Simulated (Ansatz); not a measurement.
# ClGaH₂S: a ladder of functionals and wavefunction methods

Aim: compute ClGaH₂S with functionals from several rungs and with coupled cluster. The yardstick is the atomisation energy at the CCSD(T) limit.

The runs use Ansatz 0.2.0, Gaussian basis; functionals in def2-TZVPP, the program's frozen cores in correlated methods.

Plan: LDA (SPW92), PBE-D4, revPBE-D4, BLYP-D4, r2SCAN-D4, B97M-V, PBE0-D4, B3LYP-D4, r2SCANh-D4, r2SCAN0-D4, HSE06-D4, BHLYP-D4, CAM-B3LYP-D4, LC-ωPBE, ωB97X-V, ωB97M-V, B2PLYP, PBE-QIDH; CCSD(T)/def2-SVP; CCSD(T)/def2-TZVPP; CCSD(T)/def2-QZVPP; extrapolation to the limit; RPA on PBE.

### 1 The relaxed structure

The geometry comes from an earlier relaxation with PBE0-D4 in a triple-zeta def2 set; it is a stationary point.

SMILES `[SH][GaH][Cl]`, 5 atoms, charge 0, spin multiplicity 1.

Atoms are counted from 1 here; the program's logs count them from 0.

Bond lengths: S1–Ga2 2.186 Å, S1–H4 1.344 Å, Ga2–Cl3 2.139 Å, Ga2–H5 1.551 Å. Angles: Ga2–S1–H4 93.3°, S1–Ga2–Cl3 113.8°, S1–Ga2–H5 126.1°, Cl3–Ga2–H5 120.0°.

### 2 LDA

This LDA is Slater exchange with PW92 correlation.

Input file in.yaml:

```yaml
crystal:
  periodic: [false, false, false]
  atoms:
    - {symbol: S, position_ang: [-1.582244, -0.404850, -0.274952]}
    - {symbol: Ga, position_ang: [0.535532, -0.033673, 0.117337]}
    - {symbol: Cl, position_ang: [1.645812, -1.796461, 0.601374]}
    - {symbol: H, position_ang: [-1.845914, 0.891358, -0.514702]}
    - {symbol: H, position_ang: [1.246814, 1.343626, 0.070944]}
basis:
  gaussian: {orbitals: def2-TZVPP}
hamiltonian: {xc: lda}
output: {orbitals: {seedname: orbitals}}
```

Started as:

```sh
$ ansatz run in.yaml --threads 2 --pin off --events-out ev --progress --plain --max-ram 32768MiB --backend cpu
```

After this run come: PBE-D4 (GGA); revPBE-D4 (GGA); BLYP-D4 (GGA); r2SCAN-D4 (meta-GGA); B97M-V (meta-GGA); PBE0-D4 (hybrid); B3LYP-D4 (hybrid); r2SCANh-D4 (hybrid); r2SCAN0-D4 (hybrid); HSE06-D4 (hybrid); BHLYP-D4 (hybrid); CAM-B3LYP-D4 (range-separated); LC-ωPBE (range-separated); ωB97X-V (range-separated); ωB97M-V (range-separated); B2PLYP (double hybrid); PBE-QIDH (double hybrid); CCSD(T) in def2-SVP; CCSD(T) in def2-TZVPP; CCSD(T) in def2-QZVPP; RPA on PBE orbitals.

**Question.** What will the summary of the whole plan be? Wanted: atomisation energy, CCSD(T)/CBS; farthest beyond LDA; mean size of error, GGA; mean size of error, meta-GGA; mean size of error, hybrid; mean size of error, range-separated; mean size of error, double hybrid; gap, smallest and largest; T1 diagnostic.

As calculated:

| quantity | value |
| --- | --- |
| atomisation energy, CCSD(T)/CBS | 317.7 kcal/mol |
| functionals within 3.2 kcal/mol (1.0 %) | PBE-D4, r2SCAN-D4, r2SCANh-D4, r2SCAN0-D4, ωB97X-V, ωB97M-V, PBE-QIDH |
| farthest beyond LDA | BHLYP-D4 (-13.3 kcal/mol) |
| mean size of error, GGA | 7.7 kcal/mol |
| mean size of error, meta-GGA | 3.7 kcal/mol |
| mean size of error, hybrid | 5.3 kcal/mol |
| mean size of error, range-separated | 4.0 kcal/mol |
| mean size of error, double hybrid | 5.4 kcal/mol |
| gap, smallest and largest | 4.50 eV (LDA (SPW92)), 11.35 eV (LC-ωPBE) |
| T1 diagnostic | 0.0122 |
| triples share of the correlation energy | 4.2 % |

The LDA atomisation energy is off by 42.9 kcal/mol (13 %): it overbinds. PBE-D4 is off by -1.3 kcal/mol. Double hybrids carry the basis error of their MP2 part in triple zeta, and no dispersion term here, so their miss is partly the set-up's. By mean error the best rung here is meta-GGA (3.7 kcal/mol) and the worst beyond LDA is GGA (7.7 kcal/mol). The gap between the best rungs is small, so their order is not settled. Misses under about 3.2 kcal/mol are within the doubt on the reference itself, which lacks core-valence correlation, relativity and higher excitations, and its outer-core shells are covered unevenly. Hartree-Fock recovers 72 % of the binding; the rest is correlation. CCSD(T) in def2-SVP is off by -24.6 kcal/mol, which most functionals beat. The gap grows from 4.5 to 11.3 eV across the functionals, mostly with the share of exact exchange. Correlated methods include outer-core shells of Ga, which these sets cover unevenly.
